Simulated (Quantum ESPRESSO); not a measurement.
WS:

```xyz
2
Lattice="3.4448 0.0000 0.0000 0.0000 3.4448 0.0000 0.0000 0.0000 3.4448" Properties=species:S:1:pos:R:3 pbc="T T T"
W     1.7224    1.7224    1.7224
S     0.0000    0.0000    0.0000
```

The cell was built by a generator and needn't be a form met in nature.

```yaml
Program: Quantum ESPRESSO 7.5
Task: single point
Functional: PBE
Potentials_or_basis: SSSP 1.3 efficiency PBE
Cutoff: 748 eV
Density_cutoff: 5987 eV
k_mesh: 8 × 8 × 8
Occupations: fermi-dirac, width 0.05 eV
Spin: no spin polarisation
```

On this cell: pressure -35.6 GPa; largest force zero by symmetry; band gap on the k mesh none (metal or under the smearing width).

The same run follows on a disturbed copy (atoms moved at random, drawn with an rms of 0.05 Å):

```xyz
2
Lattice="3.4448 0.0000 0.0000 0.0000 3.4448 0.0000 0.0000 0.0000 3.4448" Properties=species:S:1:pos:R:3 pbc="T T T"
W     1.7314    1.7064    1.7241
S     0.0434    0.0071    0.0001
```

What does the disturbed cell give?

The energy (extrapolated to zero smearing) moves by -1.8 meV/atom; pressure -35.6 GPa; largest force 0.167 eV/Å; band gap on the k mesh none (metal or under the smearing width).

Forces on the atoms (eV/Å):
```
W   -0.139 -0.093  0.006
S    0.139  0.093 -0.006
```

The energy falls, though the first cell shows no forces: that form is unstable against this distortion, unless noise or another electronic state is at work.

Caveats: a pressure of tens of GPa on the cell as given is suspect, and the run, the potentials or the cell itself is likely at fault (some runs); the cell as given lies far from equilibrium (some runs).
